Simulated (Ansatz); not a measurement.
Geometry optimisation, Ansatz, DFT PBE, scalar-relativistic, plane waves, PAW.

input.yaml

```yaml
crystal:
  lattice:
    - [0.0, 5.43, 5.43]
    - [5.43, 0.0, 5.43]
    - [5.43, 5.43, 0.0]
  atoms:
    - { symbol: Si, position: [0.0, 0.0, 0.0] }
    - { symbol: Si, position: [0.125, 0.125, 0.125] }
    - { symbol: Si, position: [0.0, 0.0, 0.5] }
    - { symbol: Si, position: [0.125, 0.125, 0.625] }
    - { symbol: Si, position: [0.0, 0.5, 0.0] }
    - { symbol: Si, position: [0.125, 0.625, 0.125] }
    - { symbol: Si, position: [0.0, 0.5, 0.5] }
    - { symbol: Si, position: [0.125, 0.625, 0.625] }
    - { symbol: Si, position: [0.5, 0.0, 0.0] }
    - { symbol: Si, position: [0.625, 0.125, 0.125] }
    - { symbol: Si, position: [0.5, 0.0, 0.5] }
    - { symbol: Si, position: [0.625, 0.125, 0.625] }
    - { symbol: Si, position: [0.5, 0.5, 0.0] }
    - { symbol: Si, position: [0.625, 0.625, 0.125] }
    - { symbol: Si, position: [0.5, 0.5, 0.5] }
    - { symbol: Si, position: [0.625, 0.625, 0.625] }
    - { symbol: Li, position: [0.31808797, 0.31565939, 0.81489632], spin: 1.0 }
magnetization:
  spin_polarized: true
basis:
  ecutwfc: 420.0
kpoints:
  mp_grid: { grid: [2, 2, 2] }
hamiltonian:
  xc: pbe
  pseudopotentials: { kind: paw, azcp: { folder: soft_1 } }
scf:
  occupations: { method: gaussian, width: 0.05 }
  lower_state_search: "off"
relax:
  f_tol: 0.03
  max_steps: 60
  adjacent_minimum: "off"
```

Launched with:

```bash
$ ansatz run input.yaml --threads 2 --pin off --max-ram 5120MiB --backend cpu --events-out ev --progress --plain --runs-dir out
```

Question: Where does it end, and by what steps?

Answer: It converged. The force dipped under the threshold on the way, but the program's further checks kept it going. Limits of this set-up: coarse k mesh, a small cell, in which the defect meets its images. After 8 steps the energy has fallen by 0.902 eV; Li17 moved furthest, 1.03 Å. Joined: Si6–Li17 (3.48 → 2.74 Å), Si10–Li17 (3.47 → 2.74 Å), Si13–Li17 (3.46 → 2.41 Å), Si16–Li17 (3.47 → 2.74 Å).

```csv
step,energy less start (eV),largest force component (eV/Å),accepted
0,0.0000,1.390,yes
1,-0.3527,0.435,yes
2,-0.4270,0.181,yes
3,-0.5120,0.297,yes
4,-0.6297,0.312,yes
5,-0.7441,0.290,yes
6,-0.8671,0.141,yes
7,-0.9024,0.009,yes
8,-0.9024,0.009,yes
```

```xyz
17
Lattice="0.0000 5.4300 5.4300 5.4300 0.0000 5.4300 5.4300 5.4300 0.0000" Properties=species:S:1:pos:R:3
Si -0.047 -0.046 -0.026
Si 1.322 1.323 1.303
Si 2.693 2.694 -0.021
Si 4.040 4.041 1.326
Si 2.708 -0.069 2.647
Si 4.052 1.318 4.033
Si 5.383 2.689 2.669
Si 6.752 4.018 4.038
Si -0.069 2.709 2.647
Si 1.317 4.053 4.033
Si 2.688 5.384 2.670
Si 4.017 6.753 4.038
Si 2.701 2.702 5.417
Si 4.029 4.030 6.745
Si 5.361 5.361 5.424
Si 6.747 6.748 6.769
Li 6.742 6.743 4.028
```

Whether the end is a true minimum wasn't checked by a vibrational analysis.

Time of the run: 70 s on 2 threads of Arm Neoverse V2, on a shared host, peak memory 0.68 GiB.
